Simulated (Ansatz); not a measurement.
**ClHMgSe (SMILES [Cl][Mg][SeH]): single points off equilibrium**

One table from this session's results is given with a row withheld; the runs are named, their logs left out.

Computed with Ansatz 0.2.0, Gaussian basis. Level: single points in def2-TZVPP.

Cores are frozen in the correlated methods. Filled d shells of the heavier atoms are correlated. The outer core shell of Li, Na, Mg and K is correlated.

**Starting geometry**

SMILES `[Cl][Mg][SeH]`, 4 atoms, charge 0, spin multiplicity 1.

Atoms are counted from 1 here; the program's logs count them from 0.

Bond lengths: Cl1–Mg2 2.229 Å, Mg2–Se3 2.306 Å, Se3–H4 1.365 Å. Angles: Cl1–Mg2–Se3 142.8°, Mg2–Se3–H4 101.6°.

Geometry (Å):

```
Cl   -2.6065    1.0074    0.7078
Mg   -0.7132    0.2326   -0.1767
Se    1.3962   -0.5210    0.3701
H     1.9397   -0.7316   -0.8639
```

The first run:

run/in.yaml

```yaml
crystal:
  periodic: [false, false, false]
  atoms:
    - {symbol: Cl, position_ang: [-2.606500, 1.007400, 0.707800]}
    - {symbol: Mg, position_ang: [-0.713200, 0.232600, -0.176700]}
    - {symbol: Se, position_ang: [1.396200, -0.521000, 0.370100]}
    - {symbol: H, position_ang: [1.939700, -0.731600, -0.863900]}
basis:
  gaussian: {orbitals: def2-TZVPP}
correlation: {method: ccsd_t}
output: {forces: true}
```

The command line of these runs was not kept.

Among the steps run: CCSD(T)/def2-TZVPP; PBE0-D4/def2-TZVPP; wB97M-V/def2-TZVPP; r2SCAN-D4/def2-TZVPP; PBE-D4/def2-TZVPP; BHLYP-D4/def2-TZVPP; SPW92/def2-TZVPP.

One of the session's tables, all rows but one given; the rest of the session is left out.

```
   method  RMS force component (eV/Å)  angle to CCSD(T) forces (°)  dipole (D)
  CCSD(T)                       1.180                    reference        3.76
  PBE0-D4                       1.233                          2.3        3.69
  wB97M-V                           ?                            ?           ?
r2SCAN-D4                       1.210                          1.9        3.69
   PBE-D4                       1.316                          4.6        3.46
 BHLYP-D4                       1.159                          3.1        3.81
    SPW92                       1.280                          6.7        3.48
```

Q: Estimate the row for wB97M-V from the others.

As computed: RMS force component (eV/Å): 1.184; angle to CCSD(T) forces (°): 2.3; dipole (D): 3.70. In the column «RMS force component (eV/Å)» it lies between CCSD(T) (1.180) and r2SCAN-D4 (1.210).
